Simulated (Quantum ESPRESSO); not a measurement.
**Al3Cl: zone-centre phonons under several settings**

```
Al Cl
1.0
     4.00408    0.00000    0.00000
     0.00000    4.00408    0.00000
     0.00000    0.00000    4.00408
Al Cl
3 1
Direct
  0.00000 0.50000 0.50000
  0.50000 0.00000 0.50000
  0.50000 0.50000 0.00000
  0.00000 0.00000 0.00000
```

The cell was built by a generator and needn't be a form met in nature.

All runs used Quantum ESPRESSO 7.5; potentials PseudoDojo 0.4.1 SR PBE standard; given cell; no spin polarisation; cutoff 789 eV; occupations fermi-dirac, width 0.05 eV.

```csv
level,k mesh (s: shifted),pressure (GPa),lowest optical mode without the field (cm⁻¹),highest optical mode without the field (cm⁻¹)
PBE,2 × 2 × 2,?,?,?
PBE,4 × 4 × 4,15.8,110i,252
PBE,6 × 6 × 6,15.9,91i,294
PBE,8 × 8 × 8,15.9,93i,290
PBE,10 × 10 × 10,16.0,87i,292
```

Q: What stands in the row left open?

A: Pressure 12.0 GPa; lowest optical mode without the field 81i cm⁻¹; highest optical mode without the field 303 cm⁻¹.

Values marked i are imaginary: the cell is unstable against those modes at that level, or the meshes are too thin.

Caveats: some runs use coarse meshes; some modes are imaginary; the cell is more than 3 GPa from zero pressure, which shifts response properties; the mesh is thin for the phonons of a metal (some runs).

For the row left open. Caveat: the k mesh is coarse (spacing up to 0.78 Å⁻¹), so the values aren't converged; the mesh is thin for the phonons of a metal; some modes are imaginary; the cell is more than 3 GPa from zero pressure, which shifts response properties.
